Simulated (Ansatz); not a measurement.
# Be₂H₂ (singlet): wave-function methods side by side at scale of all distances = 1.106, cc-pVDZ

An exercise on one series of results from a longer session: the logs are not shown, and one member is left open.

The runs use Ansatz 0.2.0, Gaussian basis; cc-pVDZ, core rule «outside noble gas», up to 2 orbitals frozen.

Plan: UHF; CCSD(T) on RHF; BCCD(T) on RHF; CISD; CCSDT(Q) on RHF; CASSCF and MRCISD+Q, 2 electrons in 2 orbitals; CASSCF and NEVPT2, 2 electrons in 2 orbitals; CASSCF and MRCISD+Q, 6 electrons in 10 orbitals; CASSCF and MRCISD+Q(relaxed), 6 electrons in 10 orbitals; CASSCF and NEVPT2, 6 electrons in 10 orbitals; Full CI.

16 further runs of the same task are left out: 12 that didn't finish, 4 set aside as unsound or not needed.

## What is computed

The geometry derives from a PBE0/def2-TZVP stationary point (not a proven minimum). All distances are scaled together.

4 atoms, charge 0, spin multiplicity 1.

Atoms are counted from 1 here; the program's logs count them from 0.

Bond lengths: Be1–H3 1.490 Å, Be2–H4 1.490 Å.

Coordinates:

| atom | x (Å) | y (Å) | z (Å) |
| --- | --- | --- | --- |
| Be1 | 0.00000 | 0.00000 | 1.16432 |
| Be2 | 0.00000 | 0.00000 | -1.16432 |
| H3 | 0.00000 | 0.00000 | 2.65467 |
| H4 | 0.00000 | 0.00000 | -2.65467 |

Set-up of the first run:

in.yaml reads:

```yaml
crystal:
  periodic: [false, false, false]
  atoms:
    - {symbol: Be, position_ang: [0.000000, 0.000000, 1.164319]}
    - {symbol: Be, position_ang: [0.000000, 0.000000, -1.164319]}
    - {symbol: H, position_ang: [0.000000, 0.000000, 2.654674]}
    - {symbol: H, position_ang: [0.000000, 0.000000, -2.654674]}
basis:
  gaussian: {orbitals: cc-pVDZ}
magnetization: {spin_polarized: true, initial_magnetization: 0}
hamiltonian: {xc: hf}
output: {orbitals: {seedname: orbitals}}
```

On the command line:

```bash
> ansatz run in.yaml --threads 1 --pin off --events-out ev --progress --plain --max-ram 2393MiB
```

Steps of the session up to this table: UHF; CCSD(T) on RHF; BCCD(T) on RHF; CISD; CCSDT(Q) on RHF; CASSCF and MRCISD+Q, 2 electrons in 2 orbitals; CASSCF and NEVPT2, 2 electrons in 2 orbitals; CASSCF and MRCISD+Q, 6 electrons in 10 orbitals; CASSCF and MRCISD+Q(relaxed), 6 electrons in 10 orbitals; CASSCF and NEVPT2, 6 electrons in 10 orbitals; Full CI.

One table of the session follows, with a row left open; its other results are not shown here.

```
                   method  from FCI (meV)
                      RHF         +2940.5
                     RMP2          +817.5
                     CISD          +196.7
                    RCCSD           +58.5
                 RCCSD(T)           +16.9
                  BCCD(T)           +16.6
                   RCCSDT            +2.1
                RCCSDT(Q)            +0.6
              CASSCF pair         +2541.0
              NEVPT2 pair          +804.4
              MRCISD pair          +151.7
            MRCISD+Q pair           -30.3
           CASSCF valence               ?
           NEVPT2 valence          +365.3
           MRCISD valence           +47.5
         MRCISD+Q valence           +16.1
MRCISD+Q(relaxed) valence           -14.9
                      FCI               0
```

Q: Estimate the row for CASSCF valence from the others.

The run gave: from FCI (meV): +1183.0. In the column «from FCI (meV)» it lies between RMP2 (+817.5) and CASSCF pair (+2541.0).

To keep in mind: MRCISD+Q pair, MRCISD+Q(relaxed) valence fall below full CI: the +Q correction isn't variational, and the cores differ from full CI's.
